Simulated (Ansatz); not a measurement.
This script drives Ansatz 0.2.0 through its Python package.

The script reads `alni3.xyz`:
```text
4
Lattice="0.0 2.80188876 2.80188876 2.80188876 0.0 2.80188876 2.80188876 2.80188876 0.0" Properties=species:S:1:pos:R:3:initial_magmoms:R:1 pbc="T T T"
Al    2.80188876    2.80188876    2.80188876  0.00
Ni    1.40094438    1.40094438    1.40094438  1.00
Ni    0.00000000    0.00000000    0.00000000  1.00
Ni    4.20283313    4.20283313    4.20283313  1.00
```

Script `run_pipeline.py`:
```python
'''Relax AlNi3, then bands and states at the relaxed cell.'''

import ansatz as az
import numpy as np


def count_gap(report):
    # lowest empty less highest filled band, counting bands; zero where they overlap
    return max(report.get('gap_by_band_count_ev') or 0.0, 0.0)


def setup_for(crystal, spacing):
    return (
        crystal.calculation()
        .accuracy('medium')
        .basis(630, density_ratio=4)
        .functional('lda')
        .initial_density(normalization='cell')
        .occupations(az.OccupationsMethod.GAUSSIAN, width=0.01)
        .scf(tolerance=1e-07, lower_state_search='standard')
        .spin('collinear')
        .kpoints(spacing=spacing)
    )

structure = az.Crystal.from_extxyz('alni3.xyz')

relaxed = setup_for(structure, 0.34).relax(cell=True, force_tolerance=0.02, max_steps=40).checkpoint(write='relax.run', compress=False).run()
cell = np.asarray(relaxed.lattice.cell_ang)
print('relaxed edges (A):', np.linalg.norm(cell, axis=1).round(4), ' volume:', round(abs(np.linalg.det(cell)), 3), 'A^3')
for site in relaxed.lattice.sites:
    print(' ', site.symbol, np.round(site.position_frac, 4) + 0.0)

final = az.Crystal.from_checkpoint('relax.run')
done = setup_for(final, 0.26).stress().band_table().density_of_states(energy_step=0.05).run()
rep = done.report
dos = done.density_of_states()
print(f'pressure at the relaxed cell {np.trace(rep["stress_gpa"]) / 3:.3f} GPa, gap by band count {count_gap(rep):.3f} eV')
if count_gap(rep) == 0:
    print('states/eV at the Fermi level:', round(float(np.interp(dos.fermi_ev, dos.energies_ev, dos.spin_summed_g_bin_mean_per_ev)), 3))
print(f'net moment {rep["magnetization_mub"]:.3f} muB, absolute {rep["absolute_magnetization_mub"]:.3f} muB')
for index, (site, m) in enumerate(zip(done.lattice.sites, rep['site_moments_mub'])):
    print(f'  {index:2d} {site.symbol:2s} {m:7.3f}')
```

It is started by `python run_pipeline.py`. Estimate its wall time and peak memory on 1 thread of Arm Neoverse V2, on a shared host.

It took about 64 s, with a peak of 0.54 GiB, for 2 runs of the engine.

```console
$ python run_pipeline.py
DeckWarning: relax.cell: scf.convergence.dr2_threshold = 1e-7 eV (the SCF's general default) is looser than the 4e-10 eV advised for a relaxation that steers and ends on the stress (1e-10 eV for each atom of the cell: 4). What an SCF threshold leaves in a [...]
RunWarning: the starting moments were not kept: the SCF closed with an absolute magnetisation of 9.3e-2 μB, where they sum to 3 μB in size (3 sites). That is at most 0.1 of that sum. The system's moment may be that small; this SCF shows only that its start [...]
relaxed edges (A): [3.9138 3.9138 3.9138]  volume: 42.391 A^3
  Al [0.5 0.5 0.5]
  Ni [0.25 0.25 0.25]
  Ni [0. 0. 0.]
  Ni [0.75 0.75 0.75]
DeckWarning: crystal.checkpoint: the structure is that of relax.run, a `relax` run, at its step 4: its result, under lda at a charge of 0 e; 4 atoms read, 4 with a starting moment [...]
DeckWarning: output.stress: scf.convergence.dr2_threshold = 1e-7 eV (the SCF's general default) is looser than the 4e-10 eV advised for a printed stress (1e-10 eV for each atom of the cell: 4). What an SCF threshold leaves in a stress goes as its square root, [...]
pressure at the relaxed cell 0.047 GPa, gap by band count 0.000 eV
states/eV at the Fermi level: 2.189
net moment 0.036 muB, absolute 0.047 muB
   0 Al   0.000
   1 Ni   0.020
   2 Ni  -0.005
   3 Ni   0.020
```
(Warnings from the package without file and line, shortened, repeats left out.)

Reading the output:
- These settings explore the input space; cutoff and mesh may be short of convergence.
- The SCF didn't keep the moments it started from (some shrank, vanished or turned); what is printed is the state reached.
- The zero of the levels is a convention of the potentials, so an absolute Fermi energy is no work function.
- A gap by band count of zero or less means overlapping bands, a metal.
- This cell is a computed structure, which may not be the phase found in nature.
- Gaps and levels are Kohn-Sham values on a finite set of k-points.
- Where the second run takes another functional or mesh than the relaxation, its pressure isn't zero; pressure is positive in compression.
- The computed bands are complete only to about 8.0 eV above the Fermi level; beyond that the density of states is undercounted.
